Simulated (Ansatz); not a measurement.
**KAgCl2 (ordered alloy on rocksalt lattice): the dielectric function from several functionals**

How does KAgCl2 (ordered alloy on rocksalt lattice) absorb light if electrons and holes don't interact? The runs, in order: HSE06 for the gap; optics with PBE on 6×6×6; optics with r2SCAN on 6×6×6; optics with PBE and scissors to the HSE06 gap on 6×6×6; optics with PBE with spin-orbit coupling on 4×4×4.

Computed with Ansatz 0.2.0 (plane waves, PAW; no local fields, no excitons, unless a step's input says otherwise).

1 further run of the same task is left out (it didn't finish). Runs told in other sessions of the task aren't counted.

### Step 1. The structure to begin with

It takes space group R-3m (No. 166, trigonal). The conventional cell has a = 4.196 Å, b = 4.196 Å, c = 20.015 Å, α = 90.00°, β = 90.00°, γ = 120.00°. Around K (site symmetry -3m) lie 6 Cl at 3.08 Å. Around Ag (site symmetry -3m) lie 6 Cl at 2.82 Å. Around Cl (site symmetry 3m) lie 3 Ag at 2.82 Å and 3 K at 3.08 Å.

As a file:

```
K Ag Cl
1.0
     2.09824    1.21142    6.67169
    -2.09824    1.21142    6.67169
     0.00000   -2.42284    6.67169
K Ag Cl
1 1 2
Direct
  0.00000 0.00000 0.00000
  0.50000 0.50000 0.50000
  0.23835 0.23835 0.23835
  0.76165 0.76165 0.76165
```

The cell was relaxed beforehand with r2SCAN; those runs aren't shown.

### Step 2. HSE06 levels at special points

Contents of input.yaml:

```yaml
crystal:
  lattice:
    - [2.0982415914, 1.2114203476, 6.6716870547]
    - [-2.0982415914, 1.2114203476, 6.6716870547]
    - [0.0, -2.4228406952, 6.6716870547]
  atoms:
    - { symbol: K, position: [1.0, 0.0, 0.0] }
    - { symbol: Ag, position: [0.5, 0.5, 0.5] }
    - { symbol: Cl, position: [0.2383450502, 0.2383450502, 0.2383450502] }
    - { symbol: Cl, position: [0.7616549498, 0.7616549498, 0.7616549498] }
kpoints:
  mp_grid: { grid: [4, 4, 4] }
  band_path:
    path:
      - [0.0, 0.0, 0.0]
      - [0.5, 0.5, 0.5]
      - [0.8113533613, 0.1886466387, 0.5]
      - [0.5, -0.1886466387, 0.1886466387]
      - [0.5, 0.0, 0.0]
      - [0.3443233193, -0.3443233193, 0.0]
      - [0.6556766807, 0.0, 0.3443233193]
      - [0.5, 0.0, 0.5]
    npoints: 1
hamiltonian:
  xc: hse06
scf:
  occupations: { method: fixed }
  n_extra_bands: 5
output:
  forces: true
  stress: true
  eigenvalues: true
```

Launch:

```
$ ansatz run input.yaml --threads 4 --pin off --max-ram 3686MiB --backend cpu --events-out ev --progress --plain --runs-dir out
```

After this run come: Optics, PBE; Optics, r2SCAN; Optics, PBE with a scissors shift; Optics, PBE with spin-orbit coupling.

Q: Predict the results of all the runs planned. Wanted: ε∞, PBE; ε∞, r2SCAN; ε∞, PBE with spin-orbit coupling; tallest peak of ε₂, PBE; tallest peak of ε₂, r2SCAN; tallest peak of ε₂, PBE with spin-orbit coupling; HSE06 direct gap.

As calculated:

| quantity | value |
| --- | --- |
| ε∞, PBE | 3.63 (xx, yy), 3.47 (zz) |
| ε∞, r2SCAN | 3.33 (xx, yy), 3.20 (zz) |
| ε∞, PBE + 1.54 eV scissors | 3.23 (xx, yy), 3.11 (zz) |
| ε∞, PBE with spin-orbit coupling | 3.38 (xx, yy), 3.23 (zz) |
| tallest peak of ε₂, PBE | 4.8 at 8.65 eV |
| tallest peak of ε₂, r2SCAN | 4.5 at 7.45 eV |
| tallest peak of ε₂, PBE + 1.54 eV scissors | 4.8 at 10.20 eV |
| tallest peak of ε₂, PBE with spin-orbit coupling | 4.8 at 8.60 eV (complete to 11.6 eV) |
| HSE06 direct gap | 4.23 eV |

What this shows: PBE + 1.54 eV scissors has the widest direct gap (4.23 eV) and PBE with spin-orbit coupling the narrowest (2.63 eV); ε∞ is 3.19 and 3.33 (mean of the axes); the spin-orbit run sums fewer bands, so its ε∞ isn't like for like. Spin-orbit coupling moves the direct gap by -0.07 eV; ε∞ doesn't compare between these two runs, as the bands summed differ. The meshes differ between the runs, and peak heights and places move with the mesh, so part of any difference isn't the level's. The response is anisotropic: with PBE ε∞ is 3.63 (xx, yy), 3.47 (zz). Local fields and excitons are left out: both change ε∞, and without excitons the onset lacks its lines.
